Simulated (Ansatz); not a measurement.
Crystal: NbSi.

```
Nb Si
1.0
     0.00000    2.57383    2.57383
     2.57383    0.00000    2.57383
     2.57383    2.57383    0.00000
Nb Si
1 1
Direct
  0.00000 0.00000 0.00000
  0.50000 0.50000 0.50000
```

The cell was built by a generator and needn't be a form met in nature.

- Program: Ansatz 0.2.0
- Task: single point
- Functional: PBE
- Potentials or basis: all-electron LAPW, scalar-relativistic
- Cutoff: 227 eV (chosen from the basis error)
- Basis error allowed: 0.001 eV/atom
- k mesh: 9 × 9 × 9
- Occupations: fermi-dirac, width 0.05 eV
- Spin: no spin polarisation

On this cell: pressure 0.0 GPa; largest force zero by symmetry; band gap on the k mesh none (metal or under the smearing width).

The same run follows on a disturbed copy (atoms moved at random, drawn with an rms of 0.05 Å):

```
CELL_PARAMETERS angstrom
0.00000 2.57383 2.57383
2.57383 0.00000 2.57383
2.57383 2.57383 0.00000
ATOMIC_POSITIONS crystal
Nb 0.99955 0.99825 0.99362
Si 0.50904 0.50053 0.49253
```

Task: What does the disturbed cell give?

Result: The energy (extrapolated to zero smearing) moves by +3.6 meV/atom; pressure 0.0 GPa; largest force 0.388 eV/Å; band gap on the k mesh none (metal or under the smearing width).

Forces in eV/Å, atoms in the order of the input:
```
Nb   0.032  0.224  0.315
Si  -0.032 -0.224 -0.315
```

Stress tensor (GPa, compression positive):
```
-0.06 -0.01 -0.01
-0.01  0.05 -0.07
-0.01 -0.07  0.15
```
